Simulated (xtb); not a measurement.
# Al3N3H12 ((H2Al-mu-NH2)3) at GFN2-xTB

Aim: an optimisation with harmonic vibrations of Al3N3H12 ((H2Al-mu-NH2)3). 

The results are computed with xtb 6.7.1.

5 further runs of the same task are left out: 5 set aside as unsound or not needed.

## 1. The system as given

The species is Al3N3H12 (18 atoms), meant as a singlet with charge 0. The shape comes from GFN2-xTB, which is rough for such elements, and wasn't checked as a minimum. The run starts from this shape.

Some bond lengths: Al1–N4 1.945 Å, N4–Al5 1.949 Å, Al5–N8 1.934 Å, N8–Al9 1.941 Å, Al1–N12 1.933 Å, Al9–N12 1.947 Å, Al1–H2 1.557 Å, Al1–H3 1.556 Å, Al5–H6 1.555 Å, Al5–H7 1.558 Å, Al9–H10 1.553 Å, Al9–H11 1.554 Å, N4–H13 1.024 Å, N4–H14 1.024 Å, N8–H15 1.022 Å, N8–H16 1.032 Å. Some angles: Al1–N4–Al5 125.0°, N4–Al1–N12 100.6°, N4–Al5–N8 99.8°, Al5–N8–Al9 128.2°, N8–Al9–N12 96.4°, Al1–N12–Al9 125.0°, Al1–N4–H13 107.9°, Al1–N4–H14 105.0°, Al5–N4–H13 105.9°, Al5–N4–H14 106.7°.

## 2. An optimisation with harmonic vibrations at GFN2-xTB

xtb.inp reads:

```
$chrg 0
$spin 0
$end
```

geom.xyz reads:

```xyz
18
start
Al     1.73345    -0.70650    -0.40931
H      2.56855     0.57983    -0.13858
H      2.37989    -2.04524    -0.86859
N      0.40026    -0.20201    -1.73307
Al    -1.30392     0.65431    -1.33244
H     -2.37390    -0.47173    -1.40575
H     -1.40575     1.95632    -2.18112
N     -0.96176     1.23438     0.48029
Al    -0.54100     0.14345     2.02897
H     -1.74852    -0.68594     2.54368
H      0.27337     1.06900     2.97586
N      0.59619    -1.13084     1.09465
H      0.17354    -1.03526    -2.28379
H      0.89355     0.41503    -2.38448
H     -1.63485     1.95768     0.74173
H     -0.06048     1.72650     0.38075
H      1.12167    -1.68182     1.77541
H     -0.11029    -1.77716     0.71579
```

The run is started by

```bash
$ xtb --ohess vtight --input xtb.inp -- geom.xyz > out.txt 2> xtb.err
```

What values should one expect? Wanted: total energy at the end; dipole moment; HOMO energy; LUMO energy; HOMO–LUMO gap; dispersion energy; mean polarisability; lowest harmonic wavenumber; highest harmonic wavenumber.

Answer, from the run:

Level: GFN2-xTB.

```
                      quantity          value
       total energy at the end   -18.28163 Eh
                 dipole moment         1.46 D
                   HOMO energy      -10.51 eV
                   LUMO energy       -4.66 eV
                 HOMO–LUMO gap        5.85 eV
             dispersion energy  -41.12 kJ/mol
mean polarisability (D4 model)    124.3 bohr³
    lowest harmonic wavenumber        39 cm⁻¹
   highest harmonic wavenumber      3290 cm⁻¹
             zero-point energy   295.1 kJ/mol
```

What this shows: At the final geometry: Some bond lengths: Al1–N4 1.947 Å, N4–Al5 1.947 Å, Al5–N8 1.931 Å, N8–Al9 1.944 Å, Al1–N12 1.931 Å, Al9–N12 1.945 Å, Al1–H2 1.559 Å, Al1–H3 1.555 Å, Al5–H6 1.559 Å, Al5–H7 1.555 Å, Al9–H10 1.553 Å, Al9–H11 1.553 Å, N4–H13 1.024 Å, N4–H14 1.024 Å, N8–H15 1.021 Å, N8–H16 1.030 Å. Some angles: Al1–N4–Al5 122.0°, N4–Al1–N12 100.1°, N4–Al5–N8 100.1°, Al5–N8–Al9 123.5°, N8–Al9–N12 95.8°, Al1–N12–Al9 123.5°, Al1–N4–H13 108.3°, Al1–N4–H14 106.0°, Al5–N4–H13 106.1°, Al5–N4–H14 108.3°. All 48 modes are real, so the shape is a minimum at this level. Mulliken charges run from -0.37 on N4 to +0.36 on Al9.
